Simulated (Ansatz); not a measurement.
The system is MnPt2.

```
Pt Mn
1.0
     2.85840    0.00000    0.00000
    -1.42920    2.47545    0.00000
     0.00000    0.00000    6.53250
Pt Mn
2 1
Direct
  0.66667 0.33333 0.31621
  0.33333 0.66667 0.68379
  0.00000 0.00000 0.00000
```

The cell comes from a database or a generator and needn't be the stable form of this composition.

```yaml
Program: Ansatz 0.2.0
Task: relaxation of cell and atoms
Functional: PBEsol
Potentials_or_basis: Ansatz PAW
Cutoff: "420 eV (not typed: the program's choice for these potentials)"
k_mesh: 11 × 11 × 4
Occupations: fermi-dirac, width 0.05 eV
Spin: collinear spin, ferromagnetic start
Starting_moments: "[0.0, 0.0, 4.0] μB"
```

At the start: volume 15.41 Å³/atom.

How do energy, volume and symmetry change on relaxing?

It ends after 6 steps and the volume is 14.54 Å³/atom (-5.7 %); space group P-3m1 (No. 164, to 0.05 Å); moment 4.14 μB per cell.

The path:
| step | energy change (eV) | largest force (eV/Å) | volume (Å³) |
| --- | --- | --- | --- |
| 1 | 0.0000 | 0.0257 | 46.22 |
| 2 | -0.0865 | 0.0426 | 43.94 |
| 3 | -0.0891 | 0.0173 | 43.53 |
| 4 | -0.0892 | 0.0029 | 43.59 |
| 5 | -0.0892 | 0.0003 | 43.61 |
| 6 | -0.0882 | 0.0003 | 43.61 |

Final structure:
```
Pt Mn
1.0
     2.77358    0.00000    0.00000
    -1.38679    2.40199    0.00000
     0.00000    0.00000    6.54551
Pt Mn
2 1
Direct
  0.66667 0.33333 0.31756
  0.33333 0.66667 0.68244
  0.00000 0.00000 0.00000
```

Caveat: the plane-wave basis is chosen anew once the cell has moved, so the energies of steps on either side of that aren't comparable; the PAW data sets come from PBE, with cores solved anew for the run's functional, which leaves a small shift of forces and pressure.
